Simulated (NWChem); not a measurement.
**TiH4O4 (SMILES O[Ti](O)(O)O): M06-2X/def2-SVP, part 1 of 2**

What is the energy change on altering one bond length of TiH4O4 at M06-2X/def2-SVP? 

The calculation is run with NWChem 7.3.0.

6 further runs of the same task are left out: 2 that didn't finish, 4 set aside as unsound or not needed.

**1. Starting point**

The species is TiH4O4 (9 atoms), meant as a singlet with charge 0. SMILES: `O[Ti](O)(O)O`. The shape is that of a PBE0-D4/def2-TZVP optimisation. This is one conformer, not always the lowest.

Bond lengths: O1–Ti2 1.801 Å, Ti2–O3 1.801 Å, Ti2–O4 1.801 Å, Ti2–O5 1.801 Å, O1–H6 0.958 Å, O3–H7 0.958 Å, O4–H8 0.958 Å, O5–H9 0.958 Å. Angles: O1–Ti2–O3 108.5°, O1–Ti2–O4 109.9°, O1–Ti2–O5 110.0°, O3–Ti2–O4 110.0°, O3–Ti2–O5 109.9°, O4–Ti2–O5 108.5°, Ti2–O1–H6 129.5°, Ti2–O3–H7 129.5°, Ti2–O4–H8 129.5°, Ti2–O5–H9 129.6°.

**2. Energy and forces at M06-2X/def2-SVP**

mol.nw reads:

```
START mol
memory total 2200 mb
GEOMETRY noautosym nocenter noautoz
  O     -0.125250     1.268390    -1.272730
  Ti     0.000070     0.000090    -0.000050
  O      1.651710    -0.715310    -0.066120
  O     -1.235630    -1.279200    -0.283830
  O     -0.290490     0.726280     1.622320
  H     -0.813470     1.413950    -1.922910
  H      2.270980    -0.885970     0.644480
  H     -1.123140    -2.176250    -0.600550
  H     -0.334770     1.648010     1.879390
END
BASIS spherical bse
  * library def2-SVP
END
DFT
  xc m06-2x
  grid fine
  convergence energy 1e-08
  iterations 100
  mulliken
END
TASK dft gradient
```

Command:

```bash
nwchem mol.nw > mol.out
```

Standard output:

```text
Northwest Computational Chemistry Package (NWChem) 7.3.0
             --------------------------------------------------------

           Job information
           ---------------

    nwchem branch   = 7.3.0
    use scalapack   = T
    input           = mol.nw
    prefix          = mol.
    data base       = ./mol.db
    status          = startup
    nproc           =        1

           Memory information
           ------------------

    heap     =     72089600 doubles =      550.0 Mbytes
    stack    =     72089597 doubles =      550.0 Mbytes
    global   =    144179200 doubles =     1100.0 Mbytes (distinct from heap & stack)
    total    =    288358397 doubles =     2200.0 Mbytes
    verify   = yes
    hardfail = no

           Directory information
           ---------------------

  0 permanent = .
  0 scratch   = .

                                NWChem Input Module
                                -------------------

 Scaling coordinates for geometry "geometry" by  1.889725989
 (inverse scale =  0.529177249)

                             Geometry "geometry" -> ""
                             -------------------------

 Output coordinates in angstroms (scale by  1.889725989 to convert to a.u.)

  No.       Tag          Charge          X              Y              Z
 ---- ---------------- ---------- -------------- -------------- --------------
    1 O                    8.0000    -0.12525000     1.26839000    -1.27273000
    2 Ti                  22.0000     0.00007000     0.00009000    -0.00005000
    3 O                    8.0000     1.65171000    -0.71531000    -0.06612000
[... 5 lines of this table left out ...]
    9 H                    1.0000    -0.33477000     1.64801000     1.87939000

      Atomic Mass
      -----------

      O                 15.994910
      Ti                45.948000
      H                  1.007825

 Effective nuclear repulsion energy (a.u.)     327.3351168466

            Nuclear Dipole moment (a.u.)
            ----------------------------
        X                 Y               Z
 ---------------- ---------------- ----------------
     0.0072943423     0.0056691780    -0.0067463218

            XYZ format geometry
            -------------------
     9
 geometry
 O                    -0.12525000     1.26839000    -1.27273000
 Ti                    0.00007000     0.00009000    -0.00005000
 O                     1.65171000    -0.71531000    -0.06612000
[... 5 lines of this table left out ...]
 H                    -0.33477000     1.64801000     1.87939000

 ==============================================================================
                                internuclear distances
 ------------------------------------------------------------------------------
       center one      |      center two      | atomic units |  angstroms
 ------------------------------------------------------------------------------
    2 Ti               |   1 O                |     3.40361  |     1.80111
    3 O                |   2 Ti               |     3.40365  |     1.80113
    4 O                |   2 Ti               |     3.40364  |     1.80113
[... 4 lines of this table left out ...]
    9 H                |   5 O                |     1.81023  |     0.95793
 ------------------------------------------------------------------------------
                         number of included internuclear distances:          8
 ==============================================================================

 ==============================================================================
                                 internuclear angles
 ------------------------------------------------------------------------------
        center 1       |       center 2       |       center 3       |  degrees
 ------------------------------------------------------------------------------
    2 Ti               |   1 O                |   6 H                |   129.54
    1 O                |   2 Ti               |   3 O                |   108.52
    1 O                |   2 Ti               |   4 O                |   109.94
    1 O                |   2 Ti               |   5 O                |   109.96
    3 O                |   2 Ti               |   4 O                |   109.95
    3 O                |   2 Ti               |   5 O                |   109.95
    4 O                |   2 Ti               |   5 O                |   108.52
    2 Ti               |   3 O                |   7 H                |   129.52
    2 Ti               |   4 O                |   8 H                |   129.54
    2 Ti               |   5 O                |   9 H                |   129.58
 ------------------------------------------------------------------------------
                            number of included internuclear angles:         10
 ==============================================================================

 Summary of "ao basis" -> "" (spherical)
 ------------------------------------------------------------------------------
       Tag                 Description            Shells   Functions and Types
 ---------------- ------------------------------  ------  ---------------------
 *                          def2-SVP                  on all atoms

                                 NWChem DFT Module
                                 -----------------

                      Basis "ao basis" -> "ao basis" (spherical)
                      -----
  [basis functions not shown]

[... 18 lines left out ...]
  convergence criterion.
[... 1 line left out ...]
  convergence criterion.
[... 15 lines left out ...]
          Convergence on energy requested:  1.00D-08
          Convergence on density requested:  1.00D-05
          Convergence on gradient requested:  5.00D-04
[... 20 lines left out ...]
          Spatial weights used:  Erf1
[... 1 line left out ...]
          Convergence Information
[... 1 line left out ...]
          Convergence aids based upon iterative change in
          total energy or number of iterations.
[... 55 lines left out ...]
   convergence    iter        energy       DeltaE   RMS-Dens  Diis-err    time
[... 14 lines left out ...]
         Total DFT energy =    -1152.463745219937
      One electron energy =    -2232.277079427649
           Coulomb energy =      830.222123811947
    Exchange-Corr. energy =      -77.743906450788
 Nuclear repulsion energy =      327.335116846553
[... 5 lines left out ...]
                       DFT Final Molecular Orbital Analysis
[... 752 lines left out ...]
     ---------------------------------------------
      Total Density - Mulliken Population Analysis
     ---------------------------------------------

    Atom       Charge   Shell Charges
 -----------   ------   -------------------------------------------------------
    1 O    8     8.50   1.99  1.05  0.71  2.86  1.89  0.01
    2 Ti  22    20.83   2.00  2.00  2.01  0.20 -0.01  6.00  6.05  0.56  1.12  0.82  0.08
    3 O    8     8.50   1.99  1.05  0.71  2.86  1.89  0.01
[... 5 lines of this table left out ...]
    9 H    1     0.79   0.66  0.06  0.07

     -------------------------------------------
      Total Density - Lowdin Population Analysis
     -------------------------------------------

    Atom       Charge   Shell Charges
 -----------   ------   -------------------------------------------------------
    1 O    8     8.20   1.97  0.86  0.60  2.71  2.04  0.01
    2 Ti  22    21.58   2.00  2.00  1.89  0.26  0.06  5.99  5.81  0.87  1.01  1.49  0.19
    3 O    8     8.20   1.97  0.86  0.60  2.71  2.04  0.01
[... 5 lines of this table left out ...]
    9 H    1     0.91   0.55  0.17  0.19

 center of mass
 --------------
 x =   0.00013683 y =   0.00010667 z =  -0.00012673

 moments of inertia (a.u.)
 ------------------
         558.075063319421           2.896622117887          -7.041449947390
           2.896622117887         551.158426446974          -2.543160401011
          -7.041449947390          -2.543160401011         556.194205671724

     Multipole analysis of the density
     ---------------------------------

     L   x y z        total         alpha         beta         nuclear
     -   - - -        -----         -----         ----         -------
     0   0 0 0     -0.000000    -29.000000    -29.000000     58.000000

     1   1 0 0     -0.000558     -0.003926     -0.003926      0.007294
[... 8 lines of this table left out ...]
     2   0 0 2    -27.687898    -90.084861    -90.084861    152.481824

            General Information
            -------------------
          SCF calculation type: DFT
          Wavefunction type:  closed shell.
          No. of atoms     :     9
          No. of electrons :    58
           Alpha electrons :    29
            Beta electrons :    29
          Charge           :     0
          Spin multiplicity:     1
          Use of symmetry is: off; symmetry adaption is: off
          Maximum number of iterations: 100
          AO basis - number of functions:   107
                     number of shells:    47
          Convergence on energy requested:  1.00D-08
          Convergence on density requested:  1.00D-05
          Convergence on gradient requested:  5.00D-04

              XC Information
              --------------
                       M06-2X Method XC Functional
                     Hartree-Fock (Exact) Exchange  0.540
                        M06-2X Exchange Functional  1.000
                      M06-2X Correlation Potential  1.000

             Grid Information
             ----------------
          Grid used for XC integration:  fine
          Radial quadrature: Mura-Knowles
          Angular quadrature: Lebedev.
          Tag              B.-S. Rad. Rad. Pts. Rad. Cut. Ang. Pts.
          ---              ---------- --------- --------- ---------
          O                   0.60       70          10.0       590
          Ti                  1.40      140          11.0       974
          H                   0.35       60          12.0       590
          Grid pruning is: on
          Number of quadrature shells:   660
          Spatial weights used:  Erf1

          Convergence Information
          -----------------------
          Convergence aids based upon iterative change in
          total energy or number of iterations.
          Levelshifting, if invoked, occurs when the
          HOMO/LUMO gap drops below (HL_TOL):  1.00D-02
          DIIS, if invoked, will attempt to extrapolate
          using up to (NFOCK): 10 stored Fock matrices.

                    Damping( 0%)  Levelshifting(0.5)       DIIS
                  --------------- ------------------- ---------------
          dE  on:    start            ASAP                start
          dE off:    2 iters        100 iters           100 iters

      Screening Tolerance Information
      -------------------------------
          Density screening/tol_rho:  1.00D-11
          AO Gaussian exp screening on grid/accAOfunc:  18
          CD Gaussian exp screening on grid/accCDfunc:  20
          XC Gaussian exp screening on grid/accXCfunc:  20
          Schwarz screening/accCoul:  1.00D-09

                            NWChem DFT Gradient Module
                            --------------------------

  charge          =   0.00
  wavefunction    = closed shell

                         DFT ENERGY GRADIENTS

    atom               coordinates                        gradient
                 x          y          z           x          y          z
   1 O      -0.236688   2.396910  -2.405111   -0.003921   0.008109  -0.010565
   2 Ti      0.000132   0.000170  -0.000094   -0.000000   0.000005   0.000013
   3 O       3.121279  -1.351740  -0.124949    0.012639  -0.004955   0.002918
[... 5 lines of this table left out ...]
   9 H      -0.632624   3.114287   3.551532    0.000226  -0.004150  -0.001069

                 ----------------------------------------
                 |  Time  |  1-e(secs)   |  2-e(secs)   |
                 ----------------------------------------
                 |  CPU   |       0.02   |       6.11   |
                 ----------------------------------------
                 |  WALL  |       0.02   |       6.11   |
                 ----------------------------------------

 Task  times  cpu:       75.8s     wall:       75.8s
 Total times  cpu:       75.9s     wall:       75.9s
```

It took 77 s on 1 thread of Intel Xeon Platinum 8259CL at 2.50GHz (Skylake/Cascade Lake), shared host; peak memory 0.14 GiB.

(Continued in part 2 of 2.)
